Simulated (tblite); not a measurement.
# C4H13ClSSi2: the cost of one run

Computed with tblite 0.8.0 and PySCF 2.14.0, with density-fitted response routines of our own, on a single molecule in the gas phase. Atoms count from 0, in the outputs and in this text.

## 1. The starting structure

21 atoms, charge 0, multiplicity 1; geometry from: force field or distance geometry start.

Bonds of the start (Å): C0–C1 1.50, C1–C2 1.52, C1–C3 1.50, C1–Si4 1.88, Si4–Cl5 2.10, Si4–S6 2.15, S6–Si7 2.13, C0–H8 1.11, C0–H9 1.12, C0–H10 1.11, C2–H11 1.12, C2–H12 1.09, C2–H13 1.09, C3–H14 1.11, C3–H15 1.09, C3–H16 1.12, Si4–H17 1.47, Si7–H18 1.47, Si7–H19 1.46, Si7–H20 1.46.

## 2. Optimising the geometry with GFN2-xTB

Job settings and geometry (Å):

```
{"job": {"kind": "relax", "xc": "GFN2-xTB", "basis": "xTB"}, "charge": 0, "multiplicity": 1}
C     -1.128600     0.848200    -1.221900
C     -1.092300     0.028700     0.030600
C     -1.093400     0.938100     1.249700
C     -2.278100    -0.884400     0.174100
Si     0.469500    -1.009100     0.166400
Cl     0.059100    -2.658000     1.396100
S      1.915600     0.232300     1.161600
Si     3.855200     0.135300     0.283100
H     -0.875600     0.257600    -2.122000
H     -2.151900     1.303000    -1.316200
H     -0.373600     1.656200    -1.159200
H     -2.154000     1.247800     1.446600
H     -0.519500     1.832300     0.987400
H     -0.698900     0.425900     2.129500
H     -3.208400    -0.276900     0.261000
H     -2.409200    -1.560400    -0.667800
H     -2.185400    -1.510700     1.103500
H      0.921500    -1.429900    -1.165800
H      4.647000     1.277800     0.759400
H      4.563700    -1.115600     0.552200
H      3.728400     0.278900    -1.166700
```

Launch:

```bash
$ OMP_NUM_THREADS=1 python probes_run.py task.json out
```

One launch serves the whole session: the jobs run in the order shown.

Q: Estimate the wall time of this first job on 1 thread of Arm Neoverse N1, shared host.

About 3.9 s.
